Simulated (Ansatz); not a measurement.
# PbI7: the cost of one run

Method: DFT PBE, scalar-relativistic, plane waves, PAW, in Ansatz 0.2.0.

1 further run of the same task is left out (it didn't finish). Runs told in other sessions of the task aren't counted.

### Step 1. The structure to begin with

The structure is cubic, space group Fm-3m (No. 225). The conventional cell has a = 10.766 Å, b = 10.766 Å, c = 10.766 Å, α = 90.00°, β = 90.00°, γ = 90.00°. Around Pb (site symmetry m-3m) lie 12 I at 3.81 Å. Around I (site symmetry m-3m) lie 12 I at 3.81 Å. I (site symmetry mmm) is surrounded by 2 Pb at 3.81 Å and 10 I at 3.81 Å.

Structure file:

```
CELL_PARAMETERS angstrom
0.00000 5.38301 5.38301
5.38301 0.00000 5.38301
5.38301 5.38301 0.00000
ATOMIC_POSITIONS crystal
Pb 0.00000 0.00000 0.00000
I 0.50000 0.50000 0.50000
I 0.00000 0.50000 0.00000
I 0.50000 0.00000 0.00000
I 0.00000 0.50000 0.50000
I 0.50000 0.00000 0.50000
I 0.00000 0.00000 0.50000
I 0.50000 0.50000 0.00000
```

Recipe of the guess: species swapped into a database cell of SbPt7 (Fm-3m, No. 225), with Pb on the Sb sites and I on the Pt sites. The dimensions are guesses.

### Step 2. A first look at the guess

input.yaml

```yaml
crystal:
  lattice:
    - [0.0, 5.38300725, 5.38300725]
    - [5.38300725, 0.0, 5.38300725]
    - [5.38300725, 5.38300725, 0.0]
  atoms:
    - { symbol: Pb, position: [0.0, 0.0, 0.0] }
    - { symbol: I, position: [0.5, 0.5, 0.5] }
    - { symbol: I, position: [0.0, 0.5, 0.0] }
    - { symbol: I, position: [0.5, 0.0, 0.0] }
    - { symbol: I, position: [0.0, 0.5, 0.5] }
    - { symbol: I, position: [0.5, 0.0, 0.5] }
    - { symbol: I, position: [0.0, 0.0, 0.5] }
    - { symbol: I, position: [0.5, 0.5, 0.0] }
basis:
  ecutwfc: 420
kpoints:
  mp_grid: { grid: [4, 4, 4] }
hamiltonian:
  xc: pbe
scf:
  occupations: { method: gaussian, width: 0.1 }
  lower_state_search: "off"
output:
  forces: true
  stress: true
  eigenvalues: true
```

The run is started by

```bash
$ ansatz run input.yaml --threads 1 --pin off --max-ram 2560MiB --backend cpu --events-out ev --progress --plain --runs-dir out
```

**Question.** How long does this run take on 1 thread of Intel Xeon 6975P-C (Granite Rapids), shared host, and how much memory does it need?

About 5.2 s, with a peak of 0.63 GiB.
